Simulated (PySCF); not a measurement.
# The bond of GaH, level by level

One table from this session's results is given with a row withheld; the runs are named, their logs left out.

Program: PySCF 2.14.0. Level of theory: Ga cc-pVTZ-PP with ECP10, H cc-pVTZ, scalar-relativistic core potentials. These are calculated values, not measurements.

Set-up of the first run:

The job is set up so:

```json
{"atoms": "Ga, H", "charge": "0", "basis": "Ga cc-pVTZ-PP with ECP10, H cc-pVTZ", "Hamiltonian": "scalar-relativistic core potentials", "basis functions": "53", "electrons treated": "22", "masses in u": "68.9256, 1.0078", "levels": "PBE0, PBE, r²SCAN, r²SCANh, BLYP, M06-L, HF, MP2, SCS-MP2, CCSD, CCSD(T)", "grid": "80 radial by 434 angular points", "occupations": "held fixed by the projection of orbital angular momentum", "dissociation limit": "Ga + H, each in its ground configuration", "starting distance in angstrom": "1.525", "values of 2S to try": "0, 2"}
```

The run is started by

```console
$ OMP_NUM_THREADS=1 python dia.py task.json out
```

Steps of the session up to this table: The job; First curve: PBE0; Excited determinants; PBE (GGA); r²SCAN; r²SCANh (hybrid meta-GGA); BLYP (GGA); M06-L (meta-GGA); RHF (mean field); Adding correlation.

One table of the session follows, with a row left open; its other results are not shown here.

It belongs to the step «Constants by level of theory». Differences from CCSD(T) in the same basis:

| level | Re (mÅ) | ωe (%) |
| --- | --- | --- |
| RHF | +10 | +0.1 |
| RHF-MP2 | -11 | +3.1 |
| RHF-SCS-MP2 | -5 | +1.9 |
| RHF-CCSD | 0 | +0.3 |
| PBE | +43 | -9.1 |
| BLYP | +50 | -10.6 |
| r²SCAN | +12 | -4.1 |
| M06-L | +26 | -5.5 |
| r²SCANh | +9 | -3.2 |
| PBE0 | ? | ? |

Estimate the missing values for PBE0.

As computed: Re (mÅ): +23; ωe (%): -4.8. In the column «Re (mÅ)» it lies between r²SCAN (+12) and M06-L (+26).
